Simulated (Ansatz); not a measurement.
# C2H7AlOSn: a ladder of functionals and wavefunction methods

Aim: compute C2H7AlOSn with functionals from several rungs and with coupled cluster. The yardstick is the atomisation energy at the CCSD(T) limit.

The runs use Ansatz 0.2.0, Gaussian basis; functionals in def2-TZVPP, the program's frozen cores in correlated methods.

The runs, in order: PBE-D4, r2SCAN-D4, PBE0-D4, B3LYP-D4, ωB97X-V, ωB97M-V, B2PLYP; CCSD(T)/def2-TZVPP; MP2/def2-QZVPP; extrapolation to the limit.

### 1 Structure used throughout

The geometry comes from an earlier relaxation with PBE0-D4 in a triple-zeta def2 set; it is a stationary point, not always the lowest conformer. Sn takes the def2 core potential; no spin-orbit term is included.

SMILES `C=C[O][AlH][SnH3]`, 12 atoms, charge 0, spin multiplicity 1.

Atoms are counted from 1 here; the program's logs count them from 0.

Bond lengths: C1–C2 1.327 Å, C1–H6 1.081 Å, C1–H7 1.084 Å, C2–O3 1.344 Å, C2–H8 1.088 Å, O3–Al4 1.704 Å, Al4–Sn5 2.644 Å, Al4–H9 1.584 Å, Sn5–H10 1.711 Å, Sn5–H11 1.710 Å, Sn5–H12 1.709 Å. Angles: C2–C1–H6 119.7°, C2–C1–H7 122.1°, H6–C1–H7 118.2°, C1–C2–O3 125.8°, C1–C2–H8 121.1°, O3–C2–H8 113.1°, C2–O3–Al4 135.6°, O3–Al4–Sn5 113.1°, O3–Al4–H9 118.6°, Sn5–Al4–H9 128.3°, Al4–Sn5–H10 112.4°, Al4–Sn5–H11 111.5°, Al4–Sn5–H12 112.2°, H10–Sn5–H11 106.6°, H10–Sn5–H12 107.0°, H11–Sn5–H12 106.8°.

As a file:

```mol
C2H7AlOSn
  3D, bonds by distance, orders not assigned

 12 11  0  0  0  0  0  0  0  0999 V2000
   -1.3883    1.9701    1.5262 C   0  0
   -0.7218    0.8532    1.7905 C   0  0
   -0.1983    0.0155    0.8792 O   0  0
    0.6574    0.1880   -0.5837 Al  0  0
    1.0515   -2.1088   -1.8336 Sn  0  0
   -1.7799    2.5659    2.3392 H   0  0
   -1.5637    2.3100    0.5116 H   0  0
   -0.5705    0.5176    2.8147 H   0  0
    1.1336    1.6356   -1.0174 H   0  0
    1.6836   -1.8923   -3.4087 H   0  0
    2.1639   -3.0978   -0.9909 H   0  0
   -0.3905   -3.0121   -1.9932 H   0  0
  1  2  8  0
  2  3  8  0
  3  4  8  0
  4  5  8  0
  1  6  8  0
  1  7  8  0
  2  8  8  0
  4  9  8  0
  5 10  8  0
  5 11  8  0
  5 12  8  0
M  END
```

### 2 PBE-D4 (GGA)

in.yaml reads:

```yaml
crystal:
  periodic: [false, false, false]
  atoms:
    - {symbol: C, position_ang: [-1.388332, 1.970139, 1.526240]}
    - {symbol: C, position_ang: [-0.721840, 0.853220, 1.790520]}
    - {symbol: O, position_ang: [-0.198259, 0.015459, 0.879191]}
    - {symbol: Al, position_ang: [0.657450, 0.188050, -0.583690]}
    - {symbol: Sn, position_ang: [1.051535, -2.108774, -1.833600]}
    - {symbol: H, position_ang: [-1.779944, 2.565924, 2.339189]}
    - {symbol: H, position_ang: [-1.563741, 2.309990, 0.511624]}
    - {symbol: H, position_ang: [-0.570481, 0.517570, 2.814691]}
    - {symbol: H, position_ang: [1.133615, 1.635561, -1.017440]}
    - {symbol: H, position_ang: [1.683559, -1.892325, -3.408662]}
    - {symbol: H, position_ang: [2.163869, -3.097799, -0.990862]}
    - {symbol: H, position_ang: [-0.390531, -3.012116, -1.993199]}
basis:
  gaussian: {orbitals: def2-TZVPP}
hamiltonian: {xc: pbe, dispersion: d4}
output: {forces: true, orbitals: {seedname: orbitals}}
```

On the command line:

```
$ ansatz run in.yaml --threads 2 --pin off --events-out ev --progress --plain --max-ram 22528MiB --backend cuda --devices 0, --max-vram 18GiB
```

The runs that follow: r2SCAN-D4 (meta-GGA); PBE0-D4 (hybrid); B3LYP-D4 (hybrid); ωB97X-V (range-separated); ωB97M-V (range-separated); B2PLYP (double hybrid); CCSD(T) in def2-TZVPP; MP2 in def2-QZVPP.

**Question.** What will the summary of the whole plan be? Wanted: atomisation energy, CCSD(T)/CBS; farthest; mean size of error, hybrid; mean size of error, range-separated; gap, smallest and largest; T1 diagnostic; triples share of the correlation energy.

**Answer**, as computed:

```
                               quantity                                                   value
        atomisation energy, CCSD(T)/CBS                                               41.750 eV
    functionals within 0.417 eV (1.0 %)  PBE-D4, r2SCAN-D4, PBE0-D4, B3LYP-D4, ωB97X-V, ωB97M-V
                               farthest                                      B2PLYP (-0.713 eV)
             mean size of error, hybrid                                                0.300 eV
    mean size of error, range-separated                                                0.081 eV
              gap, smallest and largest                     3.29 eV (PBE-D4), 9.37 eV (ωB97X-V)
                          T1 diagnostic                                                  0.0143
triples share of the correlation energy                                                   3.5 %
```

What this shows: PBE-D4 misses by +0.307 eV. Double hybrids carry the basis error of their MP2 part in triple zeta, and no dispersion term here, so their miss is partly the set-up's. The reference freezes the cores and leaves out spin-orbit coupling and excitations past (T), and its outer-core shells are covered unevenly, so misses under about 0.417 eV can't be ranked. All levels share the lack of spin-orbit coupling, which lowers the free heavy atoms and so the true binding. Hartree-Fock recovers 72 % of the binding; the rest is correlation. The gap grows from 3.3 to 9.4 eV across the functionals, mostly with the share of exact exchange. Correlated methods include outer-core shells of Sn, which these sets cover unevenly.
